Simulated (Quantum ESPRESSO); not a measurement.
**CuF3: phonons with PBE**

CuF3:

```xyz
4
Lattice="3.7648 0.0000 0.0000 0.0000 3.7648 0.0000 0.0000 0.0000 3.7648" Properties=species:S:1:pos:R:3 pbc="T T T"
Cu    0.0000    0.0000    0.0000
F     1.8824    0.0000    0.0000
F     0.0000    0.0000    1.8824
F     0.0000    1.8824    0.0000
```

The cell comes from a database or a generator and needn't be the stable form of this composition.

* Program: Quantum ESPRESSO 7.5
* Task: phonons
* Functional: PBE
* Potentials or basis: SG15 PBE 1.2
* Cutoff: 1197 eV
* Density cutoff: 4789 eV
* k mesh: 4 × 4 × 4, shifted
* Occupations: fermi-dirac, width 0.05 eV
* Spin: no spin polarisation
* Mixing beta: 0.5
* Most SCF iterations: 120
* SCF threshold: 8e-10 Ry

```
Pressure after relaxing       : 1.6 GPa
Band gap on the k mesh        : none (metal or under the smearing width)
Highest phonon frequency at Γ : 555 cm⁻¹
```

Levels at points of the mesh, in eV from the Fermi level:
```csv
k point,band 17,band 18,band 19,band 20,band 21,band 22,band 23,band 24
"(0.12, 0.12, 0.12)",-1.06,-0.98,-0.98,-0.66,-0.66,7.93,12.29,16.06
```

Phonon frequencies in cm⁻¹ (negative: imaginary):
```
              q point                                   frequencies
(0.000, 0.000, 0.000)  22 22 22 146 146 146 201 201 201 555 555 555
```

Optical modes at Γ, degenerate ones joined:
```
cm⁻¹  components  symmetry  active in
 146           3       T2u     silent
 198           3       T1u         IR
 557           3       T1u         IR
```

Run time: 5.6 min on 1 thread of Arm Neoverse V2, with other jobs on the host, peak memory 0.1 GiB.

Caveat: the k mesh is coarse (spacing up to 0.42 Å⁻¹), so the values aren't converged; the mesh is thin for the phonons of a metal; the run has no spin polarisation, though such a crystal can be magnetic; semilocal functionals often make such compounds metallic where correlation or magnetic order opens a gap, which also shifts bond lengths. With open d or f shells a metallic result of PBE can be an artefact of self-interaction; +U or a hybrid may open a gap.
